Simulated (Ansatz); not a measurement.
This script drives the Ansatz DFT code, driven from Python.

Input file `c4h10geo.xyz`:
```text
16

C     2.50520    0.56750   -0.75710
O     1.84260   -0.23620    0.18340
Ge    0.25730    0.53970    0.53590
C    -1.08560    0.08010   -0.78020
C    -1.86180   -0.85450    0.14750
C    -0.97540   -0.68900    1.38190
H     2.70130    1.58440   -0.34980
H     3.48680    0.10500   -0.98710
H     1.93240    0.62770   -1.70940
H     0.26020    1.99890    1.05790
H    -0.64290   -0.45750   -1.64530
H    -1.68290    0.96740   -1.07900
H    -1.85430   -1.90160   -0.22540
H    -2.89450   -0.48650    0.33100
H    -1.51490   -0.20830    2.22530
H    -0.47380   -1.63700    1.67040
```

The script, `run_energy.py`:
```python
# -*- coding: utf-8 -*-
"""Single point of C4H10GeO in a Gaussian basis."""

from dataclasses import dataclass

import ansatz
import numpy as np
import pandas as pd


@dataclass
class Settings:
    basis: str = "cc-pVDZ"
    xc: str = "r2scan"
    vdw: str = "d4"


cfg = Settings()


def main():
    c4h10geo = ansatz.Crystal.molecule_from_extxyz("c4h10geo.xyz")

    calculation = (
        c4h10geo.calculation()
        .basis(gaussian=cfg.basis)
        .functional(cfg.xc, dispersion=cfg.vdw)
        .forces()
    )
    r = calculation.session().plan(threads=1).execute().report

    print(f"E = {r['free_energy_ev']:.6f} eV = {r['free_energy_ev'] / 27.211386246:.7f} Ha")
    print("converged:", r["converged"], " doubts:", r["published_state_doubts"] or "none")

    field = r["mean_field"]
    print("<S^2> =", round(abs(field["state"]["spin_squared"]), 4), " relativity:", field["relativity"])
    print("passes:", field["passes"])
    if "symmetry" in field:
        print("occupied orbitals by irrep:", field["symmetry"]["occupied"])

    symbols = [site.symbol for site in c4h10geo.cartesian_sites]
    forces = np.array(r["forces_ev_ang"])
    print("largest force", round(float(np.linalg.norm(forces, axis=1).max()), 4), "eV/A, rms", round(float(np.sqrt((forces ** 2).mean())), 4))

    charges = r["charge_distribution"]
    table = pd.DataFrame({"atom": symbols, "mulliken": charges["mulliken_charges_e"], "lowdin": charges["lowdin_charges_e"]})
    print(table.round(3).to_string())
    print("dipole (e A):", np.round(charges["dipole_moment_e_ang"], 4) + 0.0)


if __name__ == "__main__":
    main()
```

It is started by `python run_energy.py`. Estimate its wall time and peak memory on 1 thread of Arm Neoverse N1, with other jobs on the host.

It took about 29 s, with a peak of 0.36 GiB, for 1 run of the engine.

```console
$ python run_energy.py
E = -62870.949746 eV = -2310.4647877 Ha
converged: True  doubts: none
<S^2> = 0.0  relativity: none
passes: {'evaluations': 18, 'products': 13}
occupied orbitals by irrep: [{'A': 37}, {'A': 37}]
largest force 2.4063 eV/A, rms 0.5718
   atom  mulliken  lowdin
0     C     0.094  -0.060
1     O    -0.451   0.068
2    Ge     0.501   0.140
3     C    -0.192  -0.088
4     C    -0.044  -0.034
5     C    -0.183  -0.085
6     H     0.026  -0.004
7     H     0.039  -0.006
8     H     0.028  -0.006
9     H    -0.075  -0.064
10    H     0.046   0.024
11    H     0.041   0.022
12    H     0.039   0.021
13    H     0.036   0.020
14    H     0.042   0.023
15    H     0.051   0.028
dipole (e A): [-0.1068  0.202  -0.1032]
```

Reading the output:
- Total energies depend on the basis set; only differences at equal settings carry meaning.
- The geometry is a force-field or estimated start, not a minimum of this method, and the basis set is short of its limit.
- The Löwdin charges here are taken after orthogonalising the functions within each atom; they differ from plain Löwdin charges, and their signs can be unphysical.

(A comment or docstring line of the script was reworded after the run, the code is as it ran; lines on the test bed's own set-up are left out of the output.)
